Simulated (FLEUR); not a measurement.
# NbTe (P-6m2) in FLEUR: notebook

The runs below take NbTe through band structure, with RPBE, AM05.

Program: FLEUR MaX-R8.1 (later development tree). These are calculated values, not measurements. Logs are shortened: lines on timing, memory, paths and dates and some standing lists are left out, and cuts for length are marked.

### 1 Starting point

It takes space group P-6m2 (No. 187, hexagonal). The conventional cell has a = 3.703 Å, b = 3.703 Å, c = 3.694 Å, α = 90.00°, β = 90.00°, γ = 120.00°. Te (site symmetry -6m2) has 6 Nb at 2.83 Å as nearest neighbours. Nb (site symmetry -6m2) has 6 Te at 2.83 Å as nearest neighbours.

The cell comes from a database or a generator and needn't be the stable form of this composition.

### 2 Band structure, RPBE

inp.xml reads:

```xml
<?xml version="1.0" encoding="UTF-8" standalone="no"?>
<fleurInput fleurInputVersion="0.39">
   <comment>
      NbTe                                                                                                
   </comment>
   <calculationSetup>
      <cutoffs Kmax="4.22" Gmax="13.1" GmaxXC="13.1" numbands="0"/>
      <scfLoop itmax="60" minDistance="0.00001" maxIterBroyd="15" imix="Anderson" alpha="0.05" precondParam="0.0" spinf="2.0" sdNocoIR="T"/>
      <coreElectrons ctail="T" frcor="F" kcrel="0" coretail_lmax="0"/>
      <xcFunctional name="Rpbe" relativisticCorrections="F"/>
      <magnetism jspins="1"/>
      <soc l_soc="F" theta="0.0" phi="0.0" spav="F"/>
      <expertModes spex="0" secvar="F"/>
      <geometryOptimization l_f="F" forcealpha="1.0" forcemix="BFGS" epsdisp="0.00001" epsforce="0.00001"/>
      <ldaU l_linMix="F" mixParam="0.05" spinf="1.0"/>
   </calculationSetup>
   <cell>
      <bzIntegration valenceElectrons="35.0" mode="hist" fermiSmearingEnergy="0.00183747">
         <kPointListSelection listName="default-1"/>
         <!-- k-points included here -->
         <xi:include xmlns:xi="http://www.w3.org/2001/XInclude" href="kpts.xml"> </xi:include>
      </bzIntegration>
      <!-- symmetry operations included here -->
      <xi:include xmlns:xi="http://www.w3.org/2001/XInclude" href="sym.xml"> </xi:include>
      <bulkLattice scale="1.0">
         <bravaisMatrix>
[... 34 lines left out ...]
         <energyParameters s="5" p="5" d="4" f="4"/>
         <lo type="SCLO" l="0" n="4" eDeriv="0"/>
         <lo type="SCLO" l="1" n="4" eDeriv="0"/>
         <lo type="SCLO" l="1" n="4" eDeriv="1"/>
         <lo type="SCLO" l="2" n="4" eDeriv="2"/>
         <lo type="SCLO" l="3" n="4" eDeriv="2"/>
      </species>
   </atomSpecies>
   <atomGroups>
      <atomGroup species="Tellurium (Te)">
         <relPos label="                   1">-1.000/3.000 1.000/3.000 .0000000000</relPos>
         <force calculate="T" relaxXYZ="TTT"/>
      </atomGroup>
      <atomGroup species="Niobium (Nb)">
         <relPos label="                   2">.0000000000 .0000000000 1.000/2.000</relPos>
         <force calculate="T" relaxXYZ="TTT"/>
      </atomGroup>
   </atomGroups>
   <output dos="F" band="F" slice="F">
      <checks vchk="F" cdinf="F"/>
      <bandDOS minEnergy="-.5*Htr" maxEnergy="0.5*Htr" sigma="0.015" storeEVData="T"/>
      <vacuumDOS vacdos="F" integ="F" star="F" nstars="0" locx1="0.0" locy1="0.0" locx2="0.0" locy2="0.0" nstm="0" tworkf="0.0"/>
      <unfoldingBand unfoldBand="F" supercellX="1" supercellY="1" supercellZ="1"/>
      <plotting iplot="0" polar="F">
         <plot TwoD="T" vec1="  1.0  0.0  0.0" vec2="  0.0  1.0  0.0" vec3="  0.0  0.0  1.0" zero="  0.0  0.0  0.0" file="plot"/>
      </plotting>
      <chargeDensitySlicing numkpt="0" minEigenval="0.0" maxEigenval="0.0" nnne="0" pallst="F"/>
      <specialOutput eonly="F"/>
      <moessbauerParams electricFieldGradient="T" isomerShift="T" coreHyperfine="T" valenceHyperfine="T"/>
      <magneticCircularDichroism mcd="F" energyLo="-10.0" energyUp="0.0"/>
   </output>
  <!-- We include the file relax.xml here to enable relaxations (see documentation) -->
  <xi:include xmlns:xi="http://www.w3.org/2001/XInclude" href="relax.xml"> <xi:fallback/> </xi:include>
</fleurInput>
```

crystal.txt reads:

```
NbTe
&input cartesian=F /
3.7029743866  0.0000000000  0.0000000000
-1.8514871933  3.2068698884  0.0000000000
0.0000000000  0.0000000000  3.6942110000
1.8897261246
1.0 1.0 1.0

2
52 0.6666666667  0.3333333333  0.0000000000
41 0.0000000000  0.0000000000  0.5000000000

&kpt div1=8 div2=8 div3=7 gamma=T /
```

inp.xml (bands) reads:

```
<?xml version="1.0" encoding="UTF-8" standalone="no"?>
<fleurInput fleurInputVersion="0.39">
   <comment>
      NbTe                                                                                                
   </comment>
   <calculationSetup>
      <cutoffs Kmax="4.22" Gmax="13.1" GmaxXC="13.1" numbands="0"/>
      <scfLoop itmax="60" minDistance="0.00001" maxIterBroyd="15" imix="Anderson" alpha="0.05" precondParam="0.0" spinf="2.0" sdNocoIR="T"/>
      <coreElectrons ctail="T" frcor="F" kcrel="0" coretail_lmax="0"/>
      <xcFunctional name="Rpbe" relativisticCorrections="F"/>
      <magnetism jspins="1"/>
      <soc l_soc="F" theta="0.0" phi="0.0" spav="F"/>
      <expertModes spex="0" secvar="F"/>
      <geometryOptimization l_f="F" forcealpha="1.0" forcemix="BFGS" epsdisp="0.00001" epsforce="0.00001"/>
      <ldaU l_linMix="F" mixParam="0.05" spinf="1.0"/>
   </calculationSetup>
   <cell>
      <bzIntegration valenceElectrons="35.0" mode="hist" fermiSmearingEnergy="0.00183747">
         <kPointListSelection listName="path-1"/>
         <!-- k-points included here -->
         <xi:include xmlns:xi="http://www.w3.org/2001/XInclude" href="kpts.xml"> </xi:include>
      </bzIntegration>
      <!-- symmetry operations included here -->
      <xi:include xmlns:xi="http://www.w3.org/2001/XInclude" href="sym.xml"> </xi:include>
      <bulkLattice scale="1.0">
         <bravaisMatrix>
[... 35 lines left out ...]
         <lo type="SCLO" l="0" n="4" eDeriv="0"/>
         <lo type="SCLO" l="1" n="4" eDeriv="0"/>
         <lo type="SCLO" l="1" n="4" eDeriv="1"/>
         <lo type="SCLO" l="2" n="4" eDeriv="2"/>
         <lo type="SCLO" l="3" n="4" eDeriv="2"/>
      </species>
   </atomSpecies>
   <atomGroups>
      <atomGroup species="Tellurium (Te)">
         <relPos label="                   1">-1.000/3.000 1.000/3.000 .0000000000</relPos>
         <force calculate="T" relaxXYZ="TTT"/>
      </atomGroup>
      <atomGroup species="Niobium (Nb)">
         <relPos label="                   2">.0000000000 .0000000000 1.000/2.000</relPos>
         <force calculate="T" relaxXYZ="TTT"/>
      </atomGroup>
   </atomGroups>
   <output dos="F" band="T" slice="F">
      <checks vchk="F" cdinf="F"/>
      <bandDOS minEnergy="-.5*Htr" maxEnergy="0.5*Htr" sigma="0.015" storeEVData="T"/>
      <vacuumDOS vacdos="F" integ="F" star="F" nstars="0" locx1="0.0" locy1="0.0" locx2="0.0" locy2="0.0" nstm="0" tworkf="0.0"/>
      <unfoldingBand unfoldBand="F" supercellX="1" supercellY="1" supercellZ="1"/>
      <plotting iplot="0" polar="F">
         <plot TwoD="T" vec1="  1.0  0.0  0.0" vec2="  0.0  1.0  0.0" vec3="  0.0  0.0  1.0" zero="  0.0  0.0  0.0" file="plot"/>
      </plotting>
      <chargeDensitySlicing numkpt="0" minEigenval="0.0" maxEigenval="0.0" nnne="0" pallst="F"/>
      <specialOutput eonly="F"/>
      <moessbauerParams electricFieldGradient="T" isomerShift="T" coreHyperfine="T" valenceHyperfine="T"/>
      <magneticCircularDichroism mcd="F" energyLo="-10.0" energyUp="0.0"/>
   </output>
  <!-- We include the file relax.xml here to enable relaxations (see documentation) -->
  <xi:include xmlns:xi="http://www.w3.org/2001/XInclude" href="relax.xml"> <xi:fallback/> </xi:include>
</fleurInput>
```

Potentials or basis: all-electron, FLAPW.

Run with:

```bash
$ inpgen -f crystal.txt -profile fastHighL
$ # inp.xml edited to the form shown
$ fleur_MPI
$ fleur_MPI   # second run, on inp.xml (bands)
```

Output:

```text
Welcome to FLEUR        (www.flapw.de)
      MaX-Release 8.1          (www.max-centre.eu)

 ========== k-point set info ==========
 Selected k-point list: default-1
 k-point list type: mesh
 8 x 8 x 7
 Number of k points: 40

 ------------Calculation Setup---------------------------
 Number of MPI-tasks      :            1
 Number of PE/node        :            1
 Number of OMP-threads    :            1
 Most efficient MPI parallelization for:
           1           2           4           5           8          10          20          40
 Additional eigenvalue parallelization possible
 Number of basis functions:          477
 Approximate size of matrices (H+S) per k-point:         0.007 GB
 --------------------------------------------------------
 Iteration:     1   Distance:       8.94878469 me/bohr^3
 Iteration:     2   Distance:       8.02818039 me/bohr^3
 Iteration:     3   Distance:       4.13013081 me/bohr^3
 Iteration:     4   Distance:       4.17119107 me/bohr^3
 Iteration:     5   Distance:       1.43484593 me/bohr^3
 Iteration:     6   Distance:       0.39556523 me/bohr^3
 Iteration:     7   Distance:       0.38030881 me/bohr^3
 Iteration:     8   Distance:       0.07390520 me/bohr^3
 Iteration:     9   Distance:       0.06309468 me/bohr^3
 Iteration:    10   Distance:       0.00687219 me/bohr^3
 Iteration:    11   Distance:       0.00195719 me/bohr^3
 Iteration:    12   Distance:       0.00132259 me/bohr^3
 Iteration:    13   Distance:       0.00044582 me/bohr^3
 Iteration:    14   Distance:       0.00014114 me/bohr^3
 Iteration:    15   Distance:       0.00005472 me/bohr^3
 Iteration:    16   Distance:       0.00005061 me/bohr^3
 Iteration:    17   Distance:       0.00003293 me/bohr^3
 Iteration:    18   Distance:       0.00001168 me/bohr^3
 Iteration:    19   Distance:       0.00001033 me/bohr^3
 Iteration:    20   Distance:       0.00000381 me/bohr^3

 ********************************************************************
 Run finished successfully
 Stop message:
   all done
 ********************************************************************
```

Run time: 1.8 min. Hardware: 1 thread of Arm Neoverse V2, shared host; peak memory 0.09 GiB.

Results:

* Free energy: -288927.7905 eV
* Band gap along the path: none (metal or under the smearing width)
* Valence electrons inside the program's atomic spheres: Te 19.17; Nb 11.14 (radii Te 2.32, Nb 2.58 bohr)

Levels at the corners of the path, in eV from the Fermi level:
```
point  band 14  band 15  band 16  band 17  band 18  band 19  band 20  band 21
    Γ    -3.18    -3.18    -2.99    -2.40     0.12     0.12     2.43     2.43
    M    -7.22    -3.87    -2.65    -2.64    -0.21     1.24     1.52     3.00
    K    -6.53    -5.47    -3.81    -0.96    -0.13     0.22     0.42     4.62
    Γ    -3.18    -3.18    -2.99    -2.40     0.12     0.12     2.43     2.43
    A    -7.58    -2.66    -2.66    -0.97    -0.97     0.70     1.64     1.64
    L    -6.02    -5.92    -4.28    -1.41     1.16     1.30     1.82     2.80
    H    -6.27    -5.81    -4.53    -1.14     1.16     1.70     2.13     2.80
    A    -7.58    -2.66    -2.66    -0.97    -0.97     0.70     1.64     1.64
    L    -6.02    -5.92    -4.28    -1.41     1.16     1.30     1.82     2.80
    M    -7.22    -3.87    -2.65    -2.64    -0.21     1.24     1.52     3.00
    K    -6.53    -5.47    -3.81    -0.96    -0.13     0.22     0.42     4.62
    H    -6.27    -5.81    -4.53    -1.14     1.16     1.70     2.13     2.80
```

Core levels (eV from the Fermi level):
```csv
atom,levels
1 Te,"1s1/2 -31605.1, 2s1/2 -4841.8, 2p1/2 -4534.7, 2p3/2 -4260.3, 3s1/2 -960.6, 3p1/2 -834.6, 3p3/2 -783.4, 4s1/2 -160.9, 3d3/2 -561.8, 3d5/2 -551.1"
2 Nb,"1s1/2 -18798.2, 2s1/2 -2626.3, 2p1/2 -2408.9, 2p3/2 -2313.2, 3s1/2 -436.1, 3p1/2 -354.4, 3p3/2 -338.8, 3d3/2 -194.9, 3d5/2 -192.0"
```

Caveat: spin-orbit coupling is left out, which moves the levels of the heavy elements.

### 3 Band structure, AM05

Changes to inp.xml since step 2:

```diff
@@ -9,3 +9,5 @@
       <coreElectrons ctail="T" frcor="F" kcrel="0" coretail_lmax="0"/>
-      <xcFunctional name="Rpbe" relativisticCorrections="F"/>
+      <xcFunctional name="LibXC" relativisticCorrections="F">
+         <LibXCName exchange="gga_x_am05" correlation="gga_c_am05"/>
+      </xcFunctional>
       <magnetism jspins="1"/>
```

crystal.txt is that of step 2.

Changes to inp.xml (bands) since step 2:

```diff
@@ -9,3 +9,5 @@
       <coreElectrons ctail="T" frcor="F" kcrel="0" coretail_lmax="0"/>
-      <xcFunctional name="Rpbe" relativisticCorrections="F"/>
+      <xcFunctional name="LibXC" relativisticCorrections="F">
+         <LibXCName exchange="gga_x_am05" correlation="gga_c_am05"/>
+      </xcFunctional>
       <magnetism jspins="1"/>
```

Potentials or basis: all-electron, FLAPW.

Run with:

```bash
$ inpgen -f crystal.txt -profile fastHighL
$ # inp.xml edited to the form shown
$ fleur_MPI
$ fleur_MPI   # second run, on inp.xml (bands)
```

Run time: 97 s. Hardware: 1 thread of Arm Neoverse V2, shared host; peak memory 0.09 GiB.

Results (log left out):

```
Free energy                                           : -288660.2941 eV
Band gap along the path                               : none (metal or under the smearing width)
Valence electrons inside the program's atomic spheres : Te 19.18; Nb 11.15 (radii Te 2.32, Nb 2.58 bohr)
```

Levels at the corners of the path, in eV from the Fermi level:
```csv
point,band 13,band 14,band 15,band 16,band 17,band 18,band 19,band 20,band 21,band 22
Γ,-14.28,-3.15,-3.15,-3.03,-2.35,0.13,0.13,2.44,2.44,2.76
M,-12.62,-7.22,-3.83,-2.67,-2.60,-0.19,1.23,1.49,3.02,3.76
K,-12.37,-6.52,-5.46,-3.76,-0.95,-0.13,0.18,0.38,4.63,6.44
Γ,-14.28,-3.15,-3.15,-3.03,-2.35,0.13,0.13,2.44,2.44,2.76
A,-12.94,-7.56,-2.61,-2.61,-0.97,-0.97,0.66,1.64,1.64,5.22
L,-12.25,-5.99,-5.90,-4.25,-1.40,1.16,1.25,1.78,2.77,4.47
H,-12.12,-6.27,-5.77,-4.48,-1.13,1.12,1.66,2.09,2.80,3.34
A,-12.94,-7.56,-2.61,-2.61,-0.97,-0.97,0.66,1.64,1.64,5.22
L,-12.25,-5.99,-5.90,-4.25,-1.40,1.16,1.25,1.78,2.77,4.47
M,-12.62,-7.22,-3.83,-2.67,-2.60,-0.19,1.23,1.49,3.02,3.76
K,-12.37,-6.52,-5.46,-3.76,-0.95,-0.13,0.18,0.38,4.63,6.44
H,-12.12,-6.27,-5.77,-4.48,-1.13,1.12,1.66,2.09,2.80,3.34
```

Core levels (eV from the Fermi level):
```tsv
atom	levels
1 Te	1s1/2 -31570.6, 2s1/2 -4837.9, 2p1/2 -4533.9, 2p3/2 -4259.9, 3s1/2 -959.6, 3p1/2 -834.5, 3p3/2 -783.4, 4s1/2 -160.3, 3d3/2 -562.4, 3d5/2 -551.7
2 Nb	1s1/2 -18772.4, 2s1/2 -2623.7, 2p1/2 -2408.6, 2p3/2 -2313.0, 3s1/2 -435.1, 3p1/2 -354.1, 3p3/2 -338.6, 3d3/2 -195.3, 3d5/2 -192.4
```

Caveat: spin-orbit coupling is left out, which moves the levels of the heavy elements.
